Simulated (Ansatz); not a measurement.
# CHClFGeNO: how energies converge with the basis set

An exercise on one series of results from a longer session: the logs are not shown, and one member is left open.

The runs use Ansatz 0.2.0, Gaussian basis; one geometry, several basis sets.

Levels to be run: PBE0-D4/def2-SVP; ωB97M-V/def2-SVP; PBE0-D4/def2-QZVPP; ωB97M-V/def2-QZVPP; the functionals' def2-TZVPP values are taken from earlier runs.

## Structure used throughout

An earlier PBE0-D4 in a triple-zeta def2 set relaxation fixed the geometry.

SMILES `O=C=[N][GeH]([F])[Cl]`, 7 atoms, charge 0, spin multiplicity 1.

Atoms are counted from 1 here; the program's logs count them from 0.

Bond lengths: O1–C2 1.159 Å, C2–N3 1.206 Å, N3–Ge4 1.804 Å, Ge4–F5 1.720 Å, Ge4–Cl6 2.123 Å, Ge4–H7 1.518 Å. Angles: O1–C2–N3 175.9°, C2–N3–Ge4 137.5°, N3–Ge4–F5 106.8°, N3–Ge4–Cl6 110.2°, N3–Ge4–H7 110.9°, F5–Ge4–Cl6 106.6°, F5–Ge4–H7 109.4°, Cl6–Ge4–H7 112.7°.

The first run:

Contents of in.yaml:

```yaml
crystal:
  periodic: [false, false, false]
  atoms:
    - {symbol: O, position_ang: [1.675778, -1.506396, 1.867094]}
    - {symbol: C, position_ang: [1.076676, -1.163708, 0.936139]}
    - {symbol: N, position_ang: [0.474431, -0.882782, -0.070721]}
    - {symbol: Ge, position_ang: [-0.556332, 0.470077, -0.670905]}
    - {symbol: F, position_ang: [0.511301, 1.720902, -1.176347]}
    - {symbol: Cl, position_ang: [-1.715872, 1.269328, 0.917683]}
    - {symbol: H, position_ang: [-1.404882, 0.024579, -1.848643]}
basis:
  gaussian: {orbitals: def2-SVP}
hamiltonian: {xc: pbe0, dispersion: d4}
output: {orbitals: {seedname: orbitals}}
```

Among the steps run: PBE0-D4 in def2-SVP; ωB97M-V in def2-SVP; PBE0-D4 in def2-QZVPP; ωB97M-V in def2-QZVPP.

One of the session's tables, all rows but one given; the rest of the session is left out.

It belongs to the step «Functionals by basis». 

| functional | basis | HOMO (eV) |
| --- | --- | --- |
| PBE0-D4 | def2-SVP | -9.21 |
| PBE0-D4 | def2-TZVPP | -9.30 |
| PBE0-D4 | def2-QZVPP | ? |
| ωB97M-V | def2-SVP | -11.40 |
| ωB97M-V | def2-TZVPP | -11.54 |
| ωB97M-V | def2-QZVPP | -11.57 |

Q: Estimate the row for PBE0-D4, def2-QZVPP from the others.

The run gave: HOMO (eV): -9.33. In the column «HOMO (eV)» it lies between ωB97M-V, def2-SVP (-11.40) and PBE0-D4, def2-TZVPP (-9.30).
